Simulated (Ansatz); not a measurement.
The system is Co, a slab with vacuum.

```
Co
1.0
     2.47056    0.00000    0.00000
    -1.23528    2.13957    0.00000
     0.00000    0.00000   27.13235
Co
7
Cartesian
  0.0000 1.4264 7.5000
  0.0000 0.0000 9.5221
  1.2353 0.7132 11.5441
  0.0000 0.0000 13.5662
  0.0000 1.4264 15.5882
  0.0000 0.0000 17.6103
  1.2353 0.7132 19.6324
```

The cell isn't the ideal one: the (0 0 1) slab of Co, cut from the database cell, not relaxed.

Base run:

```yaml
Program: Ansatz 0.2.0
Functional: BLYP
Potentials_or_basis: Ansatz PAW
Cutoff: "420 eV (not typed: the program's choice for these potentials)"
k_mesh: 12 × 12 × 1
Occupations: fermi-dirac, width 0.05 eV
Spin: collinear spin, ferromagnetic start
Starting_moments: "[2.0, 2.0, 2.0, 2.0, 2.0, 2.0, 2.0] μB"
```

Its results: band gap on the k mesh none (metal or under the smearing width); net moment 11.63 μB per cell; site moments Co +1.78, +1.71, +1.69, +1.67 μB; largest force 0.335 eV/Å.

Q: The run is repeated on the same cell with these changes: functional from BLYP to RPBE. What comes out?

A: Band gap on the k mesh none (metal or under the smearing width); net moment 11.97 μB per cell; site moments Co +1.85, +1.78, +1.76, +1.74 μB; largest force 0.380 eV/Å.

Caveats: the PAW data sets come from PBE, with cores solved anew for the run's functional, which leaves a small shift of forces and pressure.
